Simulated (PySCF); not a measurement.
# C8H9BO3: NMR shifts in solvents

Aim: compute the NMR shifts of C8H9BO3 (`CC(=O)c1ccc(B(O)O)cc1`), and see what a dielectric continuum does where one was used.

Programs: PySCF 2.14.0, with density-fitted response routines of our own. Each step states its level of theory. These are calculated values for one molecule, in the gas phase or a continuum, unless marked as measured. Atoms count from 0, in the outputs and in this text.

## 1. The molecule as given

21 atoms, charge 0, multiplicity 1; geometry from: GFN2-xTB. The atoms were then displaced at random by about 0.01 Å, so the start is not that level's minimum.

Bonds of the start (Å): C0–C1 1.51, C1–O2 1.22, C1–C3 1.52, C3–C4 1.39, C4–C5 1.38, C5–C6 1.40, C6–B7 1.59, B7–O8 1.34, B7–O9 1.35, C6–C10 1.40, C10–C11 1.37, C11–C3 1.38, C0–H12 1.15, C0–H13 1.06, C0–H14 1.07, C4–H15 1.06, C5–H16 1.08, O8–H17 0.96, O9–H18 0.96, C10–H19 1.08, C11–H20 1.09.

## 2. Relaxing the molecule at PBE0-D3(BJ)/def2-SVP

The job: settings as JSON, then the geometry in Å.

```
{"job": {"xc": "PBE0", "basis": "def2-SVP", "d3": "d3bj", "grid": 1, "shake": 0.01, "kind": "geom"}, "charge": 0, "multiplicity": 1}
C     -3.574220    -0.592690     0.241880
C     -2.683200     0.604690     0.004710
O     -3.134500     1.716740    -0.214350
C     -1.182740     0.349680     0.047370
C     -0.666130    -0.920350     0.261310
C      0.703540    -1.070940     0.298370
C      1.588000    -0.003960     0.107390
B      3.162140    -0.226090     0.131600
O      4.046990     0.681670    -0.304030
O      3.611050    -1.394670     0.650010
C      1.004070     1.253500    -0.099660
C     -0.349170     1.430830    -0.127730
H     -4.654900    -0.219050     0.178910
H     -3.444820    -1.322890    -0.517090
H     -3.407820    -1.015810     1.214980
H     -1.298160    -1.759410     0.429230
H      1.134650    -2.040600     0.475850
H      3.684930     1.490990    -0.682120
H      4.567140    -1.470540     0.631030
H      1.627900     2.125570    -0.241270
H     -0.805920     2.405580    -0.308690
```

On the command line:

```bash
$ OMP_NUM_THREADS=1 python probes_run.py task.json out
```

One launch serves the whole session: the jobs run in the order shown.

Output:

```text
step   0  E = -559.88570635  max force = 0.044648
step   1  E = -559.89202744  max force = 0.004848
step   2  E = -559.89281975  max force = 0.004040
step   3  E = -559.89290483  max force = 0.003717
step   4  E = -559.89314907  max force = 0.001903
step   5  E = -559.89309561  max force = 0.002643
step   6  E = -559.89320115  max force = 0.000207
step   7  E = -559.89320531  max force = 0.000547
step   8  E = -559.89321800  max force = 0.000355
optimisation converged
```

It took 4.8 min on 1 thread of Arm Neoverse V1, shared host; peak memory 0.93 GiB.

Along the way: (the energy doesn't fall at every step)

| step | energy from step 0 (eV) | largest force component (eV/Å) |
| --- | --- | --- |
| 0 | 0.0000 | 2.2959 |
| 1 | -0.1720 | 0.2493 |
| 2 | -0.1936 | 0.2077 |
| 3 | -0.1959 | 0.1911 |
| 4 | -0.2025 | 0.0979 |
| 5 | -0.2011 | 0.1359 |
| 6 | -0.2039 | 0.0106 |
| 7 | -0.2041 | 0.0281 |
| 8 | -0.2044 | 0.0183 |

Distances of close pairs at the start and the end, largest changes first:

| bond | before (Å) | after (Å) | change (Å) |
| --- | --- | --- | --- |
| C0–H12 | 1.145 | 1.096 | -0.049 |
| C0–H13 | 1.061 | 1.100 | +0.039 |
| C4–H15 | 1.064 | 1.092 | +0.028 |
| C0–H14 | 1.074 | 1.101 | +0.027 |
| C1–C3 | 1.523 | 1.498 | -0.024 |
| C3–C11 | 1.376 | 1.400 | +0.024 |
| C10–C11 | 1.365 | 1.388 | +0.023 |
| B7–O8 | 1.340 | 1.363 | +0.022 |

The next job starts from the end point, and lists it.

| at the end point | value |
| --- | --- |
| point group (found at 0.08 Å tolerance) | C1 |
| rotational constants (GHz, main isotopes) | 2.729, 0.441, 0.381 |
| dipole moment (D) | 2.13 |

## 3. Nuclear shieldings: PBE0/pcSseg-1 in benzene

The job: settings as JSON, then the geometry in Å.

```
{"job": {"kind": "nmr", "xc": "PBE0", "basis": "pcSseg-1", "solvent": "benzene", "pop": true}, "charge": 0, "multiplicity": 1}
C     -3.624706    -0.490075     0.282359
C     -2.669634     0.665531     0.118925
O     -3.074299     1.801313     0.000693
C     -1.198925     0.378898     0.107727
C     -0.669771    -0.905135     0.289047
C      0.707126    -1.104265     0.274706
C      1.593062    -0.036720     0.070892
B      3.142800    -0.301720     0.049339
O      4.055421     0.624861    -0.358224
O      3.590985    -1.518949     0.450662
C      1.047294     1.244638    -0.107471
C     -0.324590     1.455234    -0.087039
H     -4.651361    -0.111600     0.214289
H     -3.459346    -1.254264    -0.491940
H     -3.479149    -0.977425     1.259144
H     -1.332166    -1.758582     0.446658
H      1.115534    -2.106481     0.423858
H      3.661685     1.440928    -0.678475
H      4.550181    -1.582511     0.385180
H      1.704202     2.109265    -0.253890
H     -0.757762     2.449095    -0.218526
```

Level: GIAO PBE0/pcSseg-1 NMR shielding, non-relativistic, IEF-PCM benzene.

Output:

```text
coarse grid: 18616 points
cycle   1  E = -559.8883798393  dE =  2.073e+00  |g| = 1.126e+00  |ddm| = 4.523e+00
cycle   2  E = -559.4597745895  dE =  4.286e-01  |g| = 1.893e+00  |ddm| = 3.347e+00
cycle   3  E = -560.1100748171  dE = -6.503e-01  |g| = 2.979e-01  |ddm| = 2.629e+00
cycle   4  E = -560.1271452634  dE = -1.707e-02  |g| = 8.274e-02  |ddm| = 3.490e-01
cycle   5  E = -560.1281918357  dE = -1.047e-03  |g| = 2.614e-02  |ddm| = 9.124e-02
cycle   6  E = -560.1283408018  dE = -1.490e-04  |g| = 7.060e-03  |ddm| = 2.905e-02
cycle   7  E = -560.1283516602  dE = -1.086e-05  |g| = 2.735e-03  |ddm| = 8.211e-03
cycle   8  E = -560.1283534447  dE = -1.784e-06  |g| = 6.553e-04  |ddm| = 3.377e-03
final grid: 182848 points
cycle   9  E = -560.2275360650  dE = -5.092e-05  |g| = 1.322e-02  |ddm| = 6.782e-02
cycle  10  E = -560.2274689117  dE =  6.715e-05  |g| = 2.309e-02  |ddm| = 3.541e-02
cycle  11  E = -560.2275707900  dE = -1.019e-04  |g| = 2.959e-03  |ddm| = 2.487e-02
cycle  12  E = -560.2275724685  dE = -1.678e-06  |g| = 4.403e-04  |ddm| = 3.096e-03
cycle  13  E = -560.2275724978  dE = -2.930e-08  |g| = 1.897e-04  |ddm| = 4.884e-04
cycle  14  E = -560.2275725053  dE = -7.542e-09  |g| = 5.695e-05  |ddm| = 2.230e-04
cycle  15  E = -560.2275725061  dE = -7.881e-10  |g| = 1.970e-05  |ddm| = 7.380e-05
converged SCF energy = -560.2275725061

GIAO shielding tensors (ppm)
atom      isotropic    diamagn.    paramagn.     s11        s22        s33       span
  0 C      156.286     252.723     -96.436    138.882    143.544    186.433     47.551
  1 C      -16.623     243.840    -260.464   -103.889    -43.499     97.518    201.407
  2 O     -297.654     401.468    -699.123   -867.332   -377.063    351.432   1218.764
  3 C       43.064     265.951    -222.887    -50.682     18.381    161.493    212.175
  4 C       49.888     254.536    -204.647    -50.803     27.535    172.933    223.737
  5 C       42.976     254.692    -211.716    -71.815     25.497    175.245    247.061
  6 C       43.678     259.969    -216.291    -54.227     -4.860    190.122    244.348
  7 B       73.821     198.592    -124.772     60.390     70.074     90.998     30.608
  8 O      224.506     386.432    -161.926    108.399    263.804    301.314    192.915
  9 O      224.723     385.526    -160.803    122.661    261.949    289.560    166.899
 10 C       47.432     258.302    -210.870    -67.002     35.826    173.472    240.474
 11 C       51.711     253.022    -201.311    -54.884     25.236    184.780    239.664
 12 H       28.998      25.539       3.459     25.101     27.787     34.106      9.005
 13 H       28.380      29.861      -1.480     24.322     29.026     31.793      7.471
 14 H       28.398      29.152      -0.754     24.446     28.681     32.066      7.620
 15 H       23.207      34.984     -11.777     19.030     22.371     28.219      9.190
 16 H       22.891      32.610      -9.719     18.239     21.866     28.569     10.330
 17 H       26.219      32.611      -6.392     17.920     25.061     35.676     17.756
 18 H       26.864      26.733       0.131     20.222     23.459     36.911     16.689
 19 H       23.560      34.235     -10.676     19.139     22.844     28.697      9.559
 20 H       22.797      33.950     -11.154     17.950     23.312     27.130      9.180
```

Wall time 70 s (1 thread of Arm Neoverse V1, shared host); peak memory 1.3 GiB.

The references, computed at this level on geometries of the same kind, shield at (ppm): 1H TMS 31.25, 13C TMS 184.9, 17O H2O 338.8, 11B BF3·OEt2 101.0. Their shielding less the atom's gives the shift. The references are single molecules in the same continuum, so shifts against H2O, NH3, PH3, H3PO4 or CFCl3 are not on the usual liquid scales and can be off by tens of ppm. Atoms listed in one row are averaged.

| atoms | environment | σ (ppm) | δ (ppm) |
| --- | --- | --- | --- |
| C1 | ketone carbonyl carbon | -16.6 | 201.5 |
| C3 | substituted aromatic carbon | 43.1 | 141.8 |
| C6 | substituted aromatic carbon | 43.7 | 141.2 |
| C5, C10 | aromatic CH | 45.2 | 139.7 |
| C4, C11 | aromatic CH | 50.8 | 134.1 |
| C0 | methyl carbon α to a carbonyl | 156.3 | 28.6 |
| H15, H20 | hydrogen on an aromatic CH | 23.00 | 8.25 |
| H16, H19 | hydrogen on an aromatic CH | 23.23 | 8.03 |
| H17, H18 | hydrogen on an oxygen bonded to B | 26.54 | 4.71 |
| H12, H13, H14 | hydrogen on a methyl carbon α to a carbonyl | 28.59 | 2.66 |
| O2 | ketone oxygen | -297.7 | 636.4 |
| O8, O9 | oxygen bonded to B, H | 224.6 | 114.2 |
| B7 | boron bonded to C, 2 O | 73.8 | 27.2 |

The run also stored atomic charges by several schemes (e):

| atoms | Mulliken | IAO | Hirshfeld | ESP fit |
| --- | --- | --- | --- | --- |
| C0 | -0.27 | -0.47 | -0.12 | -0.55 |
| C1 | 0.27 | 0.39 | 0.16 | 0.68 |
| O2 | -0.39 | -0.44 | -0.25 | -0.54 |
| C3 | -0.35 | -0.06 | -0.02 | -0.16 |
| C4, C11 | 0.02 | -0.14 | -0.04 | -0.08 |
| C5, C10 | -0.10 | -0.13 | -0.04 | -0.23 |
| C6 | -0.25 | -0.15 | -0.08 | -0.02 |
| B7 | 0.62 | 0.49 | 0.24 | 0.63 |
| O8, O9 | -0.42 | -0.55 | -0.26 | -0.71 |

Mayer bond orders: C0–C1 1.06, C1–O2 1.98, C1–C3 0.94, C3–C4 1.35, C4–C5 1.45, C5–C6 1.43, C6–B7 0.86, B7–O8 1.22, B7–O9 1.26, C6–C10 1.38, C10–C11 1.47, C11–C3 1.39.

Ring of atoms C3, C4, C5, C6, C10, C11: NICS(0) -7.8, NICS(1) -11.2, NICS(1)zz -27.1 ppm (means of both faces).

## 4. Shielding tensors: PBE0/pcSseg-1 in water

Same as in step 3 but for these lines:

```diff
@@ -1,2 +1,2 @@
-{"job": {"kind": "nmr", "xc": "PBE0", "basis": "pcSseg-1", "solvent": "benzene", "pop": true}, "charge": 0, "multiplicity": 1}
+{"job": {"kind": "nmr", "xc": "PBE0", "basis": "pcSseg-1", "solvent": "water", "pop": false}, "charge": 0, "multiplicity": 1}
 C     -3.624706    -0.490075     0.282359
```

Method: GIAO PBE0/pcSseg-1 NMR shielding, non-relativistic, IEF-PCM water.

Output:

```text
coarse grid: 18616 points
cycle   1  E = -559.9083776631  dE =  2.054e+00  |g| = 1.112e+00  |ddm| = 4.523e+00
cycle   2  E = -559.5397857704  dE =  3.686e-01  |g| = 1.806e+00  |ddm| = 3.041e+00
cycle   3  E = -560.1250605855  dE = -5.853e-01  |g| = 2.590e-01  |ddm| = 2.319e+00
cycle   4  E = -560.1377737404  dE = -1.271e-02  |g| = 7.689e-02  |ddm| = 2.971e-01
cycle   5  E = -560.1386883574  dE = -9.146e-04  |g| = 2.237e-02  |ddm| = 8.069e-02
cycle   6  E = -560.1387965739  dE = -1.082e-04  |g| = 5.465e-03  |ddm| = 2.328e-02
cycle   7  E = -560.1388027534  dE = -6.179e-06  |g| = 2.051e-03  |ddm| = 5.800e-03
final grid: 182848 points
cycle   8  E = -560.2379013087  dE = -4.806e-05  |g| = 1.382e-02  |ddm| = 6.851e-02
cycle   9  E = -560.2378340599  dE =  6.725e-05  |g| = 2.350e-02  |ddm| = 3.550e-02
cycle  10  E = -560.2379398981  dE = -1.058e-04  |g| = 2.412e-03  |ddm| = 2.389e-02
cycle  11  E = -560.2379410130  dE = -1.115e-06  |g| = 4.547e-04  |ddm| = 2.481e-03
cycle  12  E = -560.2379410484  dE = -3.538e-08  |g| = 1.914e-04  |ddm| = 5.117e-04
cycle  13  E = -560.2379410568  dE = -8.431e-09  |g| = 5.164e-05  |ddm| = 2.244e-04
cycle  14  E = -560.2379410575  dE = -6.371e-10  |g| = 1.510e-05  |ddm| = 6.127e-05
converged SCF energy = -560.2379410575

GIAO shielding tensors (ppm)
atom      isotropic    diamagn.    paramagn.     s11        s22        s33       span
  0 C      155.536     252.174     -96.638    136.717    142.814    187.078     50.361
  1 C      -19.910     244.235    -264.145   -104.836    -52.840     97.947    202.784
  2 O     -268.171     402.814    -670.986   -806.860   -349.000    351.346   1158.206
  3 C       43.164     266.366    -223.202    -50.333     18.141    161.684    212.017
  4 C       48.737     253.932    -205.195    -51.714     23.442    174.483    226.197
  5 C       43.226     254.797    -211.571    -71.680     25.925    175.432    247.112
  6 C       43.065     260.335    -217.270    -55.315     -5.693    190.203    245.518
  7 B       73.751     198.413    -124.662     60.060     70.390     90.803     30.743
  8 O      224.236     387.011    -162.775    105.309    264.019    303.379    198.069
  9 O      226.423     386.601    -160.178    122.743    263.767    292.759    170.016
 10 C       46.253     257.636    -211.383    -67.326     30.392    175.694    243.020
 11 C       52.325     253.242    -200.916    -54.461     26.337    185.099    239.560
 12 H       29.050      25.348       3.702     25.134     27.884     34.130      8.996
 13 H       28.146      29.530      -1.385     24.026     28.751     31.660      7.634
 14 H       28.169      28.821      -0.652     24.154     28.415     31.936      7.782
 15 H       22.943      34.759     -11.817     18.634     22.216     27.978      9.344
 16 H       22.871      32.730      -9.859     18.245     21.857     28.510     10.265
 17 H       25.684      32.285      -6.600     17.251     24.410     35.392     18.141
 18 H       26.438      26.466      -0.028     19.604     22.975     36.735     17.131
 19 H       23.242      33.848     -10.606     18.650     22.681     28.395      9.745
 20 H       22.816      34.163     -11.347     18.003     23.273     27.172      9.169
```

It took 71 s on 1 thread of Arm Neoverse V1, shared host; peak memory 1.3 GiB.

In short: δ C1 205.4, C6 142.4, C3 142.3, C5 140.8, H15 8.36, H16 8.18 ppm (means over like atoms).

## 5. Run by run: NMR shifts

Shifts (ppm) of some atoms, chosen among heavy atoms and hydrogens apart, means over like atoms, with basis size and wall time:

| run | C1 | C6 | C0 | H16 | H17 | O2 | O8 | functions | time |
| --- | --- | --- | --- | --- | --- | --- | --- | --- | --- |
| PBE0/pcSseg-1 in benzene | 201.5 | 141.2 | 28.6 | 8.03 | 4.71 | 636.4 | 114.2 | 249 | 70 s |
| PBE0/pcSseg-1 in water | 205.4 | 142.4 | 30.0 | 8.18 | 5.18 | 611.4 | 117.9 | 249 | 71 s |

The continuum's effect on the ground state:

| solvent | ε | polarisation energy (Eh) | μ (D) |
| --- | --- | --- | --- |
| benzene | 2.27 | -0.0085 | 2.42 |
| water | 78.36 | -0.0210 | 2.80 |

## 6. What came out

| quantity | value |
| --- | --- |
| point group | C1 |
| rotational constants (main isotopes) | 2.73, 0.44, 0.38 GHz |
| 13C shifts against TMS (PBE0/pcSseg-1, benzene, means over atoms taken as alike) | 201.5, 141.8, 141.2, 139.7, 134.1, 28.6 ppm |
| 1H shifts against TMS (PBE0/pcSseg-1, benzene, means over atoms taken as alike) | 8.25, 8.03, 4.71, 2.66 ppm |
| 17O shifts against H2O (PBE0/pcSseg-1, benzene, means over atoms taken as alike) | 636.4, 114.2 ppm |
| 11B shifts against BF3·OEt2 (PBE0/pcSseg-1, benzene) | 27.2 ppm |
| range of the shift of O2 | 611.4 to 636.4 ppm |

What this shows: Over 8 steps the energy fell by 0.204 eV; of the close pairs, C0–H12 changed most, 1.145 to 1.096 Å. No frequency check was run at this level, so the end point may be a saddle. C1 (ketone carbonyl carbon) lies farthest downfield among carbon, at 201.5 ppm; low-lying n→π* states of the double bond to the heteroatom give a large paramagnetic term (-260 ppm). At PBE0/pcSseg-1: Shielding is most anisotropic at O2 (span 1219 ppm, paramagnetic term -699 ppm). NICS(1)zz of -27 ppm above the planar ring from C3 marks a diatropic (aromatic) ring current. Across the 2 runs the shift of O2 moves most, between 611.4 (PBE0/pcSseg-1 in water) and 636.4 ppm (PBE0/pcSseg-1 in benzene). The continuum holds electrostatics alone: no hydrogen bonds to the solvent, and the gas-phase geometry is kept.
